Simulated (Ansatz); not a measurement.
# LuAs: the cost of one run

Program: Ansatz 0.2.0. Level of theory: DFT PBEsol, scalar-relativistic, plane waves, PAW. These are calculated values, not measurements.

1 further run of the same task is left out (set aside as unsound or not needed).

### Step 1. The structure to begin with

It takes space group Fm-3m (No. 225, cubic). Conventional cell: a = 5.609 Å, b = 5.609 Å, c = 5.609 Å, α = 90.00°, β = 90.00°, γ = 90.00°. Lu (site symmetry m-3m) is surrounded by 6 As at 2.80 Å. As (site symmetry m-3m) is surrounded by 6 Lu at 2.80 Å.

Structure file:

```cif
data_structure
_symmetry_space_group_name_H-M 'P 1'
_symmetry_Int_Tables_number 1
_cell_length_a 3.9664
_cell_length_b 3.9664
_cell_length_c 3.9664
_cell_angle_alpha 60.000
_cell_angle_beta 60.000
_cell_angle_gamma 60.000
_cell_volume 44.12
loop_
_atom_site_label
_atom_site_type_symbol
_atom_site_fract_x
_atom_site_fract_y
_atom_site_fract_z
_atom_site_occupancy
Lu1 Lu 0.50000 0.50000 0.50000 1
As1 As 0.00000 0.00000 0.00000 1
```

It goes back to an entry of the Materials Project, which need not be the stable form.

It is the result of an earlier relaxation at this level (volume 22.06 Å³/atom; gap on the mesh: none (metal)).

### Step 2. Strained cells: the elastic tensor

Input file input.yaml:

```yaml
crystal:
  lattice:
    - [0.0, 2.8046731455, 2.8046731455]
    - [2.8046731455, 0.0, 2.8046731455]
    - [2.8046731455, 2.8046731455, 0.0]
  atoms:
    - { symbol: Lu, position: [0.5, 0.5, 0.5] }
    - { symbol: As, position: [0.0, 0.0, 0.0] }
basis:
  ecutwfc: 420
kpoints:
  mp_grid: { grid: [12, 12, 12] }
hamiltonian:
  xc: pbesol
scf:
  occupations: { method: fermi_dirac, width: 0.15 }
output:
  forces: true
  stress: true
  eigenvalues: true
elastic:
  mode: relaxed_ion
  amplitude: 0.005
```

Launch:

```
$ ansatz run input.yaml --threads 1 --pin off --max-ram 2560MiB --backend cpu --events-out ev --progress --plain --runs-dir out
```

Q: Estimate wall time and peak memory on 1 thread of Arm Neoverse N1, shared host.

About 4.4 min, with a peak of 0.56 GiB.
